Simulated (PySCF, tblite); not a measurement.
# CH5N2SeSi2 radical: geometry, infrared bands and EPR parameters

Aim: predict the infrared bands and EPR parameters of CH5N2SeSi2 radical (`N#C[Se][Si@@H]([NH])[SiH3]`).

Programs: tblite 0.8.0 and PySCF 2.14.0, with density-fitted response routines of our own. Each step states its level of theory. These are calculated values for one molecule in the gas phase, unless marked as measured. Atoms count from 0, in the outputs and in this text.

## 1. The starting structure

11 atoms, charge 0, multiplicity 2; geometry from: force field or distance geometry start.

Bonds of the start (Å): N0–C1 1.16, C1–Se2 1.87, Se2–Si3 2.29, Si3–N4 1.77, Si3–Si5 2.22, Si3–H6 1.49, N4–H7 1.04, Si5–H8 1.48, Si5–H9 1.46, Si5–H10 1.46.

## 2. Geometry optimisation with GFN2-xTB

Job settings and geometry (Å):

```
{"job": {"kind": "relax", "xc": "GFN2-xTB", "basis": "xTB"}, "charge": 0, "multiplicity": 2}
N      2.655700    -2.542700     1.269100
C      2.403600    -1.657100     0.559400
Se     2.043200    -0.232500    -0.604400
Si     0.160200     0.820700     0.150900
N     -0.206200     2.242000    -0.840300
Si    -1.585700    -0.548300     0.291600
H      0.445500     1.319700     1.525000
H      0.102800     3.125400    -0.381500
H     -2.801200     0.281300     0.426200
H     -1.712100    -1.448000    -0.850000
H     -1.500500    -1.357900     1.507800
```

Launch:

```
OMP_NUM_THREADS=1 python probes_run.py task.json out
```

This one command runs all jobs of the session in turn.

What it wrote:

```text
step      E/eV     max force
  0    -464.23860    4.613
  1    -464.60898    3.873
  2    -464.32841    6.982
  3    -464.76674    1.652
  4    -464.80411    0.934
  5    -464.83800    0.800
  6    -464.90034    0.700
  7    -464.93004    0.700
  8    -464.96392    0.534
  9    -464.99176    0.622
 10    -465.03344    0.635
 11    -465.06646    0.696
 12    -465.08829    0.467
 13    -465.10095    0.323
 14    -465.10440    0.284
 15    -465.10839    0.351
 16    -465.11465    0.272
 17    -465.12854    0.224
 18    -465.13349    0.201
 19    -465.14053    0.210
 20    -465.14485    0.239
 21    -465.14945    0.220
 22    -465.15461    0.264
 23    -465.16152    0.337
 24    -465.16647    0.264
 25    -465.17012    0.182
 26    -465.17288    0.152
 27    -465.17519    0.171
 28    -465.17764    0.203
 29    -465.18026    0.186
 30    -465.18316    0.187
 31    -465.18586    0.225
 32    -465.18844    0.198
 33    -465.19147    0.147
 34    -465.19426    0.133
 35    -465.19635    0.110
 36    -465.19785    0.092
 37    -465.19843    0.106
 38    -465.19865    0.073
 39    -465.19889    0.055
 40    -465.19949    0.058
 41    -465.20013    0.084
 42    -465.20095    0.078
 43    -465.20147    0.066
 44    -465.20177    0.041
 45    -465.20200    0.044
 46    -465.20237    0.059
 47    -465.20293    0.078
 48    -465.20363    0.091
 49    -465.20422    0.072
 50    -465.20457    0.047
 51    -465.20478    0.052
 52    -465.20507    0.087
 53    -465.20549    0.105
 54    -465.20592    0.087
 55    -465.20620    0.047
 56    -465.20642    0.052
 57    -465.20673    0.099
 58    -465.20730    0.163
 59    -465.20812    0.211
 60    -465.20882    0.143
 61    -465.20915    0.072
 62    -465.20927    0.037
 63    -465.20938    0.039
 64    -465.20959    0.095
 65    -465.20994    0.104
 66    -465.21025    0.109
 67    -465.21044    0.052
 68    -465.21056    0.030
 69    -465.21065    0.042
 70    -465.21081    0.066
 71    -465.21107    0.079
 72    -465.21142    0.062
 73    -465.21182    0.068
 74    -465.21213    0.050
 75    -465.21228    0.035
 76    -465.21237    0.035
 77    -465.21249    0.039
 78    -465.21273    0.049
 79    -465.21325    0.084
 80    -465.21408    0.107
 81    -465.21488    0.084
 82    -465.21542    0.033
 83    -465.21554    0.028
 84    -465.21560    0.027
 85    -465.21563    0.021
 86    -465.21573    0.026
 87    -465.21583    0.038
 88    -465.21599    0.045
 89    -465.21613    0.037
 90    -465.21623    0.036
 91    -465.21633    0.047
 92    -465.21651    0.061
 93    -465.21676    0.061
 94    -465.21697    0.036
 95    -465.21708    0.024
 96    -465.21713    0.020
 97    -465.21716    0.019
 98    -465.21721    0.017
 99    -465.21728    0.022
100    -465.21738    0.027
101    -465.21748    0.032
102    -465.21756    0.020
103    -465.21761    0.026
104    -465.21766    0.019
105    -465.21769    0.016
106    -465.21772    0.019
107    -465.21779    0.027
108    -465.21787    0.027
109    -465.21794    0.019
110    -465.21797    0.010
```

Run time: 0.63 s. Hardware: 1 thread of Arm Neoverse V2, shared host.

Along the way: (not every step is listed) (the energy doesn't fall at every step)

| step | energy from step 0 (eV) | largest force (eV/Å) |
| --- | --- | --- |
| 0 | 0.0000 | 4.6132 |
| 1 | -0.3704 | 3.8726 |
| 2 | -0.0898 | 6.9820 |
| 3 | -0.5281 | 1.6515 |
| 4 | -0.5655 | 0.9337 |
| 5 | -0.5994 | 0.7996 |
| 6 | -0.6617 | 0.6999 |
| 7 | -0.6914 | 0.7002 |
| 8 | -0.7253 | 0.5340 |
| 17 | -0.8899 | 0.2240 |
| 26 | -0.9343 | 0.1525 |
| 35 | -0.9577 | 0.1099 |
| 44 | -0.9632 | 0.0413 |
| 53 | -0.9669 | 0.1051 |
| 62 | -0.9707 | 0.0366 |
| 71 | -0.9725 | 0.0787 |
| 80 | -0.9755 | 0.1073 |
| 89 | -0.9775 | 0.0373 |
| 98 | -0.9786 | 0.0168 |
| 105 | -0.9791 | 0.0164 |
| 106 | -0.9791 | 0.0193 |
| 107 | -0.9792 | 0.0266 |
| 108 | -0.9793 | 0.0271 |
| 109 | -0.9793 | 0.0187 |
| 110 | -0.9794 | 0.0102 |

Distances of close pairs at the start and the end, largest changes first:

| bond | before (Å) | after (Å) | change (Å) |
| --- | --- | --- | --- |
| Si3–Si5 | 2.223 | 2.420 | +0.197 |
| Si3–N4 | 1.771 | 1.630 | -0.142 |
| Se2–Si3 | 2.286 | 2.387 | +0.101 |
| C1–Se2 | 1.875 | 1.795 | -0.080 |
| N4–H7 | 1.042 | 1.006 | -0.036 |
| Si3–H6 | 1.489 | 1.470 | -0.019 |
| Si5–H8 | 1.478 | 1.460 | -0.018 |
| N0–C1 | 1.163 | 1.151 | -0.011 |

The final coordinates are the input of the step that follows.

## 3. Vibrational analysis with GFN2-xTB

Job settings and geometry (Å):

```
{"job": {"kind": "ir", "xc": "GFN2-xTB", "basis": "xTB"}, "charge": 0, "multiplicity": 2}
N      1.938946    -2.253174     1.518493
C      1.974984    -1.510086     0.639886
Se     1.989474    -0.339109    -0.720040
Si     0.342549     1.046121     0.312491
N      0.008901     2.122401    -0.864683
Si    -1.431076    -0.600290     0.282684
H      0.796977     1.099314     1.709801
H     -0.352187     3.051864    -0.729097
H     -2.580510     0.137730     0.798468
H     -1.649006    -1.074269    -1.076548
H     -1.033628    -1.677831     1.182422
```

What it wrote:

```text
mode    cm-1     km/mol
  1      25.3      3.05
  2      69.7      2.47
  3      83.4      5.74
  4      93.2      4.70
  5     127.1     31.51
  6     169.2      5.63
  7     252.7     25.60
  8     304.7     24.35
  9     344.4      5.79
 10     354.9     74.52
 11     372.9      4.22
 12     386.7      8.88
 13     412.6     19.05
 14     543.3      0.97
 15     563.4     48.57
 16     639.0    102.28
 17     706.2    594.39
 18     743.4    143.97
 19     754.1    167.71
 20     773.7    140.75
 21    1187.4     52.29
 22    2152.5    213.42
 23    2251.7    276.30
 24    2288.0    108.05
 25    2306.2    236.00
 26    2334.2    245.08
 27    3466.2      1.18
```

Wall time 0.32 s (1 thread of Arm Neoverse V2, shared host).

Which atoms move in the most intense modes:

| cm⁻¹ | km/mol | atoms |
| --- | --- | --- |
| 706 | 594.4 | H10 34 %, H9 30 %, H8 27 % |
| 743 | 144.0 | H8 60 %, H9 22 %, H10 15 % |
| 754 | 167.7 | H10 46 %, H9 37 %, H8 12 % |
| 774 | 140.8 | H7 77 %, N4 14 % |
| 2152 | 213.4 | H6 96 % |
| 2252 | 276.3 | C1 56 %, N0 43 % |
| 2306 | 236.0 | H10 75 %, H8 20 % |
| 2334 | 245.1 | H9 91 % |

## 4. g tensor and hyperfine couplings: B3LYP/def2-TZVP-core+pcH-1

The job, as its differences from that of step 3:

```diff
@@ -1,2 +1,2 @@
-{"job": {"kind": "ir", "xc": "GFN2-xTB", "basis": "xTB"}, "charge": 0, "multiplicity": 2}
+{"job": {"kind": "epr", "basis": "pcH-1"}, "charge": 0, "multiplicity": 2}
 N      1.938946    -2.253174     1.518493
```

Method: UKS B3LYP, def2-TZVP-core on Se, pcH-1 on C H N Si, non-relativistic, mean-field spin-orbit, GIAO.

What it wrote:

```text
UKS, coarse grid
  cycle   1  E = -3130.96812022  |g| = 1.57e+00
  cycle   2  E = -3129.69901877  |g| = 1.71e+00
  cycle   3  E = -3130.42863912  |g| = 1.23e+00
  cycle   4  E = -3131.15347897  |g| = 1.75e-01
  cycle   5  E = -3131.15266785  |g| = 2.11e-01
  cycle   6  E = -3131.17393213  |g| = 7.64e-02
  cycle   7  E = -3131.17603586  |g| = 4.47e-02
  cycle   8  E = -3131.17706328  |g| = 2.16e-02
  cycle   9  E = -3131.17744413  |g| = 4.71e-03
  cycle  10  E = -3131.17746693  |g| = 1.59e-03
  cycle  11  E = -3131.17746681  |g| = 7.64e-04
UKS, final grid
  cycle   1  E = -3131.17749711  |g| = 1.10e-03
  cycle   2  E = -3131.17749444  |g| = 2.63e-03
  cycle   3  E = -3131.17749793  |g| = 2.06e-04
  cycle   4  E = -3131.17749797  |g| = 1.37e-04
  cycle   5  E = -3131.17749800  |g| = 1.27e-04
  cycle   6  E = -3131.17749803  |g| = 3.37e-05
  cycle   7  E = -3131.17749803  |g| = 1.86e-05
E = -3131.17749803 Eh   <S^2> = 0.7588 (exact 0.7500)
g shifts (ppm)      1          2          3
  rmc          -202       -202       -202
  gc             25          0         43
  oz_so       -1999       2271      21371
  total       -2165       2070      21223
hyperfine (MHz)  atom isotope    a_iso     a_fc   dipolar eigenvalues
    0   14N       0.33       0.23     -0.81     -0.56      1.37
    1   13C      -3.23      -3.26     -0.75     -0.17      0.92
    2  77Se       8.13       4.81    -44.49    -39.58     84.07
    3  29Si      58.49      58.64     -7.39     -2.32      9.71
    4   14N      22.72      22.56    -33.36    -31.95     65.31
    5  29Si    -111.47    -111.74    -51.45     25.10     26.35
    6    1H      48.78      48.79     -2.76     -1.62      4.39
    7    1H     -44.83     -44.96    -40.94     -7.50     48.44
    8    1H       5.14       5.15     -3.38     -0.44      3.82
    9    1H      -3.67      -3.68     -3.29     -0.76      4.05
   10    1H      40.29      40.29     -3.54      0.09      3.45
```

It took 2.8 min on 1 thread of Arm Neoverse V2, shared host; peak memory 1.2 GiB.

Principal g values 2.00015, 2.00439, 2.02354; g(iso) = 2.00936, against 2.00232 for a free electron.

Mean a(iso) over the nuclei that a row names, and the largest dipolar term of the row (other rows stand at the frozen geometry):

| nuclei | isotope | a(iso) (MHz) | a(iso) (G, at g = 2.0023) | largest dipolar term (MHz) |
| --- | --- | --- | --- | --- |
| Si5 | 29Si | -111.5 | -39.8 | -51.5 |
| Si3 | 29Si | 58.5 | 20.9 | 9.7 |
| H6 | 1H | 48.8 | 17.4 | 4.4 |
| H7 | 1H | -44.8 | -16.0 | 48.4 |
| N4 | 14N | 22.7 | 8.1 | 65.3 |
| H8, H9, H10 | 1H | 13.9 | 5.0 | 4.1 |
| Se2 | 77Se | 8.1 | 2.9 | 84.1 |
| C1 | 13C | -3.2 | -1.2 | 0.9 |
| N0 | 14N | 0.3 | 0.1 | 1.4 |

Mulliken spin populations:

| atom | value (e) |
| --- | --- |
| N0 | 0.01 |
| C1 | -0.01 |
| Se2 | 0.08 |
| Si3 | -0.06 |
| N4 | 0.75 |
| Si5 | 0.20 |
| H6 | 0.03 |
| H7 | -0.02 |
| H8 | 0.00 |
| H9 | 0.00 |
| H10 | 0.02 |

In first order the couplings over 0.8 MHz of 1H, 14N give 48 distinct lines over 64.5 G, if the averaged nuclei exchange fast.

The fields below are evaluated on a grid from the run's orbitals.

ELF in a plane through or near 4 of the atoms.

Ten even steps from '0' (0.00) to '9' (1.00):
```
0000000000000000000000000000
0000000000000000000000000000
0000000000122100000000000000
0000000001355300000000000000
0000000001477510011100000000
0000011112467531234334300000
0001235666546763477799970000
0002457845745721187799981000
0015775833622516367688840000
0015884687511441156433200000
0004787753001799841100000000
0001466520024436730000000000
0000010001899175242000000000
0000000007999175486200000000
0000000039999414999610000000
0000000016886325898510000000
0000000000111012343100000000
0000000000000000010000000000
0000000000000000000000000000
0000000000000000000000000000
```
The map spans 11.5 Å across and 9.6 Å up, centred on the molecule. Atoms in the plane (x, y in Å): C1 (-2.3, 0.9), N4 (2.1, 1.2), Si5 (0.2, -1.5), H7 (3.0, 1.3).

log10 of the density (e/Å³) in the same plane.

Ten even steps from ' ' (-4.0) to '@' (1.6):
```
        ..............                                  
        ......................                          
        ..........::::----::::......                    
          ....::::----====----::::::::::....            
        ..::------====++++======--====------::..        
      ..::--======++++++++++++====++++++====--::..      
    ..--====++**********************##******++==::      
  ..::==++****######**********##**##########++==::      
  ..--==++####%%####**++++****@@########****++--::      
  ..--==**########****++++++**##********++++==--..      
  ..::==++********++====++++******++++====--::..        
    ::--====++++======++++********++==----::..          
      ..::--------==++****##@@%%**++==--::::..          
        ....::::--==++****##@@%%****++--::::..          
            ..::--==++++**********++++--::::..          
              ..::--====++++++++++++==--::..            
                ..::::--------====----::....            
                  ....::::::::::::::::....              
                        ..............                  
                                                        
```
The map spans 11.5 Å across and 9.6 Å up, centred on the molecule. Atoms in the plane (x, y in Å): C1 (-2.3, 0.9), N4 (2.1, 1.2), Si5 (0.2, -1.5), H7 (3.0, 1.3).

On the surface of density 0.002 e/bohr³ the electrostatic potential runs, from the 1st to the 99th percentile, from -1.76 V near N0 to 2.07 V near H7.

The spin density lies nearest to N4 58 %; Si5 12 %; Si3 8 % (both signs); Se2 7 %.

## 5. Outcome

```
                                 quantity                    value
strongest single infrared mode (GFN2-xTB)     706 cm⁻¹, 594 km/mol
             zero-point energy (GFN2-xTB)            33.9 kcal/mol
                           g(iso) (B3LYP)                  2.00936
                                     ⟨S²⟩       0.759 (exact 0.75)
       largest a(iso) (averaged by class)  29Si on Si5, -111.5 MHz
    surface potential, 1st and 99th percentile       -1.76 V and 2.07 V
```

**Reading.** The optimisation took 110 steps and gained 0.979 eV; among the close pairs (by a distance rule), Si3–Si5 changed most, from 2.223 to 2.420 Å. No mode is imaginary among the 27: a minimum at this level. The strongest single mode, at 706 cm⁻¹, has its largest shares on H10, H9 and H8 (the list is cut at 3 atoms). Unscaled tight-binding wavenumbers are off by several per cent, some by more. Its intensities can rank the bands wrongly. N4 carries the largest spin population, 0.75 e. The isotropic g lies 7.0 ppt above the free-electron value. The hyperfine terms hold no scalar relativity, which the heavier nuclei need.
